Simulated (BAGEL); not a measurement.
# triplet GeHClF2: levels of theory compared

Aim: a comparison of 3 runs (UHF/3-21G, ROHF/6-31G*, UHF/6-31G*) of triplet GeHClF2. 

The results are computed with BAGEL 1.2.2.

3 further runs of the same task are left out: 3 that didn't finish.

## Step 1: Starting point

GeHClF2: 5 atoms, total charge 0, spin state triplet. SMILES of the parent species: `[F][GeH]([F])[Cl]`. The shape is that of a PBE0-D4/def2-TZVP optimisation. That shape belongs to the parent species and isn't relaxed for this state.

Bond lengths: F1–Ge2 1.713 Å, Ge2–F3 1.713 Å, Ge2–Cl4 2.109 Å, Ge2–H5 1.520 Å. Angles: F1–Ge2–F3 105.2°, F1–Ge2–Cl4 107.8°, F3–Ge2–Cl4 107.8°, F1–Ge2–H5 110.6°, F3–Ge2–H5 110.6°, Cl4–Ge2–H5 114.3°.

## Step 2: A single-point energy at UHF/3-21G (density fitting with qzvpp-jkfit) (run 1)

Contents of job.json:

```json
{ "bagel": [

{
  "title": "molecule",
  "basis": "3-21g",
  "df_basis": "qzvpp-jkfit",
  "angstrom": true,
  "geometry": [
    { "atom": "F", "xyz": [    1.537600,    0.699700,   -0.229900 ] },
    { "atom": "Ge", "xyz": [    0.016700,   -0.011800,    0.110900 ] },
    { "atom": "F", "xyz": [   -1.125600,    1.248800,   -0.092800 ] },
    { "atom": "Cl", "xyz": [   -0.360000,   -1.470300,   -1.365500 ] },
    { "atom": "H", "xyz": [   -0.018800,   -0.539900,    1.536000 ] }
  ]
},
{ "title": "uhf", "nopen": 2 },
{ "title": "print", "file": "orbitals.molden", "orbitals": true }

]}
```

Launch:

```console
$ BAGEL_NUM_THREADS=1 BAGEL job.json > job.out
```

Log:

```text
* using 1 threads per process

  ===============================================================
  ===============================================================

  *** Geometry ***

  { "atom" : "F", "xyz" : [      2.905643,      1.322241,     -0.434448 ] },
  { "atom" : "Ge", "xyz" : [      0.031558,     -0.022299,      0.209571 ] },
  { "atom" : "F", "xyz" : [     -2.127076,      2.359890,     -0.175367 ] },
  { "atom" : "Cl", "xyz" : [     -0.680301,     -2.778464,     -2.580421 ] },
  { "atom" : "H", "xyz" : [     -0.035527,     -1.020263,      2.902619 ] },

  Number of auxiliary basis functions:      566

  Since a DF basis is specified, we compute 2- and 3-index integrals:
    o Being stored without compression. Storage requirement is 0.014 GB

  Number of basis functions:       55
  Number of electrons      :       68

    * METHOD: MOLECULE                             0.26

  *** Open-shell HF ***

  === Nuclear Repulsion ===
   400.0452952271

      * DIIS with orbital gradients will be used.

  === UHF iteration (3-21g) ===
      0      -2720.61127442          0.05169493           0.18
      1      -2720.76372355          0.03753007           0.13
      2      -2720.82272744          0.02378142           0.16
      3      -2720.85737037          0.00203258           0.18
      4      -2720.86298419          0.00174308           0.18
      5      -2720.86682766          0.00168442           0.18
      6      -2720.86950786          0.00164610           0.18
      7      -2720.87677871          0.00130205           0.16
      8      -2720.88050251          0.00094738           0.12
      9      -2720.88054043          0.00120189           0.18
     10      -2720.88199566          0.00085221           0.18
     11      -2720.88387217          0.00058637           0.18
     12      -2720.88407445          0.00030301           0.18
     13      -2720.88427878          0.00013372           0.18
     14      -2720.88429335          0.00007499           0.15
     15      -2720.88430263          0.00002817           0.13
     16      -2720.88430319          0.00001183           0.18
     17      -2720.88430378          0.00000543           0.18
     18      -2720.88430384          0.00000353           0.18
     19      -2720.88430385          0.00000295           0.18
     20      -2720.88430386          0.00000238           0.18
     21      -2720.88430388          0.00000095           0.15
     22      -2720.88430388          0.00000038           0.13
     23      -2720.88430388          0.00000015           0.18
     24      -2720.88430388          0.00000006           0.18
     25      -2720.88430388          0.00000004           0.18
     26      -2720.88430388          0.00000002           0.18
     27      -2720.88430388          0.00000001           0.18
     28      -2720.88430388          0.00000000           0.14
    * SCF iteration converged.

    * S^2 (UHF) is 2.0096

    * Permanent dipole moment:
           (    0.331743,     1.508508,     0.402452) a.u.

    * METHOD: UHF                                  4.99

    * METHOD: PRINT                                0.01

  ===============================================================
```

Run time: 5.7 s. Hardware: 1 thread of Arm Neoverse V2, shared host; peak memory 0.1 GiB.

## Step 3: A single-point energy at ROHF/6-31G(d) (density fitting with qzvpp-jkfit, spherical functions) (run 2)

Contents of hf.json:

```json
{ "bagel" : [

{
  "title" : "molecule",
  "basis" : "6-31gs.json",
  "df_basis" : "qzvpp-jkfit",
  "angstrom" : true,
  "geometry" : [
    { "atom" : "F", "xyz" : [       1.537600,       0.699700,      -0.229900 ] },
    { "atom" : "Ge", "xyz" : [       0.016700,      -0.011800,       0.110900 ] },
    { "atom" : "F", "xyz" : [      -1.125600,       1.248800,      -0.092800 ] },
    { "atom" : "Cl", "xyz" : [      -0.360000,      -1.470300,      -1.365500 ] },
    { "atom" : "H", "xyz" : [      -0.018800,      -0.539900,       1.536000 ] }
  ]
},

{ "title" : "rohf", "nopen" : 2 },

{ "title" : "print", "file" : "orbitals.molden", "orbitals" : true }

]}
```

The basis set 6-31G* is read from a file made from the Basis Set Exchange's data (not shown).

Launch:

```console
$ BAGEL_NUM_THREADS=1 BAGEL hf.json > hf.out
```

Log:

```text
* using 1 threads per process

  ===============================================================
  ===============================================================

  *** Geometry ***

  { "atom" : "F", "xyz" : [      2.905643,      1.322241,     -0.434448 ] },
  { "atom" : "Ge", "xyz" : [      0.031558,     -0.022299,      0.209571 ] },
  { "atom" : "F", "xyz" : [     -2.127076,      2.359890,     -0.175367 ] },
  { "atom" : "Cl", "xyz" : [     -0.680301,     -2.778464,     -2.580421 ] },
  { "atom" : "H", "xyz" : [     -0.035527,     -1.020263,      2.902619 ] },

  Number of auxiliary basis functions:      566

  Since a DF basis is specified, we compute 2- and 3-index integrals:
    o Being stored without compression. Storage requirement is 0.029 GB

  Number of basis functions:       80
  Number of electrons      :       68

    * METHOD: MOLECULE                             0.33

  *** Open-shell HF ***

  === Nuclear Repulsion ===
   400.0452952271

      * DIIS with orbital gradients will be used.

  === ROHF iteration (6-31gs.json) ===
      0      -2733.52348849          0.04189762           0.28
      1      -2733.65103311          0.03470469           0.24
      2      -2733.73416002          0.02370410           0.23
      3      -2733.80951796          0.00202592           0.27
      4      -2733.81729203          0.00185846           0.27
      5      -2733.82307515          0.00173063           0.26
      6      -2733.83041871          0.00148312           0.21
      7      -2733.83656674          0.00107133           0.27
      8      -2733.83996787          0.00074712           0.27
      9      -2733.84056464          0.00071595           0.26
     10      -2733.84199056          0.00046784           0.19
     11      -2733.84295307          0.00023404           0.23
     12      -2733.84324477          0.00013818           0.27
     13      -2733.84326819          0.00005087           0.27
     14      -2733.84328008          0.00002846           0.27
     15      -2733.84329109          0.00001487           0.20
     16      -2733.84328687          0.00000779           0.27
     17      -2733.84328876          0.00000330           0.27
     18      -2733.84328833          0.00000137           0.27
     19      -2733.84328812          0.00000056           0.20
     20      -2733.84328792          0.00000043           0.27
     21      -2733.84328791          0.00000033           0.27
     22      -2733.84328790          0.00000022           0.27
     23      -2733.84328790          0.00000011           0.22
     24      -2733.84328791          0.00000004           0.25
     25      -2733.84328792          0.00000003           0.27
     26      -2733.84328792          0.00000002           0.27
     27      -2733.84328792          0.00000001           0.24
    * SCF iteration converged.

    * S^2 (ROHF) is 2.0000

    * Permanent dipole moment:
           (    0.337100,     1.530935,     0.416619) a.u.

    * METHOD: ROHF                                 7.42

    * METHOD: PRINT                                0.01

  ===============================================================
```

Wall time 8.1 s (1 thread of Arm Neoverse V2, shared host); peak memory 0.14 GiB.

## Step 4: A single-point energy at UHF/6-31G(d) (density fitting with qzvpp-jkfit, spherical functions) (run 3)

Contents of calc.json:

```json
{ "bagel" : [

{
  "title" : "molecule",
  "basis" : "6-31gs.json",
  "df_basis" : "qzvpp-jkfit",
  "angstrom" : true,
  "geometry" : [
    { "atom" : "F", "xyz" : [    1.537600,    0.699700,   -0.229900 ] },
    { "atom" : "Ge", "xyz" : [    0.016700,   -0.011800,    0.110900 ] },
    { "atom" : "F", "xyz" : [   -1.125600,    1.248800,   -0.092800 ] },
    { "atom" : "Cl", "xyz" : [   -0.360000,   -1.470300,   -1.365500 ] },
    { "atom" : "H", "xyz" : [   -0.018800,   -0.539900,    1.536000 ] }
  ]
},
{
  "title" : "uhf",
  "nopen" : 2
},
{
  "title" : "print",
  "file" : "orbitals.molden",
  "orbitals" : true
}

]}
```

The basis set 6-31G* is read from a file made from the Basis Set Exchange's data (not shown).

Launch:

```console
$ BAGEL_NUM_THREADS=1 BAGEL calc.json > calc.out
```

Log:

```text
* using 1 threads per process

  ===============================================================
  ===============================================================

  *** Geometry ***

  { "atom" : "F", "xyz" : [      2.905643,      1.322241,     -0.434448 ] },
  { "atom" : "Ge", "xyz" : [      0.031558,     -0.022299,      0.209571 ] },
  { "atom" : "F", "xyz" : [     -2.127076,      2.359890,     -0.175367 ] },
  { "atom" : "Cl", "xyz" : [     -0.680301,     -2.778464,     -2.580421 ] },
  { "atom" : "H", "xyz" : [     -0.035527,     -1.020263,      2.902619 ] },

  Number of auxiliary basis functions:      566

  Since a DF basis is specified, we compute 2- and 3-index integrals:
    o Being stored without compression. Storage requirement is 0.029 GB

  Number of basis functions:       80
  Number of electrons      :       68

    * METHOD: MOLECULE                             0.36

  *** Open-shell HF ***

  === Nuclear Repulsion ===
   400.0452952271

      * DIIS with orbital gradients will be used.

  === UHF iteration (6-31gs.json) ===
      0      -2733.52348849          0.04189762           0.23
      1      -2733.66085895          0.03452908           0.27
      2      -2733.74515326          0.02355546           0.27
      3      -2733.81858728          0.00192025           0.27
      4      -2733.82557386          0.00171732           0.20
      5      -2733.83087112          0.00158713           0.27
      6      -2733.83795861          0.00134658           0.27
      7      -2733.84434373          0.00088479           0.27
      8      -2733.84696700          0.00064979           0.24
      9      -2733.84707194          0.00065505           0.22
     10      -2733.84854626          0.00040250           0.27
     11      -2733.84937921          0.00016941           0.27
     12      -2733.84949149          0.00008998           0.27
     13      -2733.84951949          0.00003054           0.20
     14      -2733.84952199          0.00001665           0.26
     15      -2733.84952298          0.00000725           0.27
     16      -2733.84952312          0.00000253           0.27
     17      -2733.84952315          0.00000130           0.24
     18      -2733.84952316          0.00000064           0.22
     19      -2733.84952316          0.00000037           0.27
     20      -2733.84952316          0.00000025           0.27
     21      -2733.84952316          0.00000019           0.27
     22      -2733.84952316          0.00000011           0.19
     23      -2733.84952316          0.00000007           0.27
     24      -2733.84952316          0.00000005           0.27
     25      -2733.84952316          0.00000003           0.27
     26      -2733.84952316          0.00000002           0.21
     27      -2733.84952316          0.00000001           0.25
     28      -2733.84952316          0.00000001           0.27
    * SCF iteration converged.

    * S^2 (UHF) is 2.0134

    * Permanent dipole moment:
           (    0.333284,     1.513993,     0.410378) a.u.

    * METHOD: UHF                                  7.63

    * METHOD: PRINT                                0.01

  ===============================================================
```

Run time: 8.4 s. Hardware: 1 thread of Arm Neoverse V2, shared host; peak memory 0.14 GiB.

## Step 5: Overview of the runs

| run | level | energy (Eh) | dipole moment (D) | ⟨S²⟩ | wall time |
| --- | --- | --- | --- | --- | --- |
| 1 | UHF/3-21G (density fitting with qzvpp-jkfit) | -2720.884304 | 4.06 | 2.010 | 5.7 s |
| 2 | ROHF/6-31G* (density fitting with qzvpp-jkfit, spherical functions) | -2733.843288 | 4.12 | 2.000 | 8.1 s |
| 3 | UHF/6-31G* (density fitting with qzvpp-jkfit, spherical functions) | -2733.849523 | 4.08 | 2.013 | 8.4 s |

## Step 6: Summary of results

| quantity | value |
| --- | --- |
| run 3: total energy | -2733.84952 Eh |
| run 3: dipole moment | 4.08 D |
| run 3: ⟨S²⟩ | 2.013 |

In words: The dipole moment (its size) runs from 4.06 D (UHF/3-21G) to 4.12 D (ROHF/6-31G*). The two ends differ in method and basis. All runs together took 22 s, the longest 8.4 s.
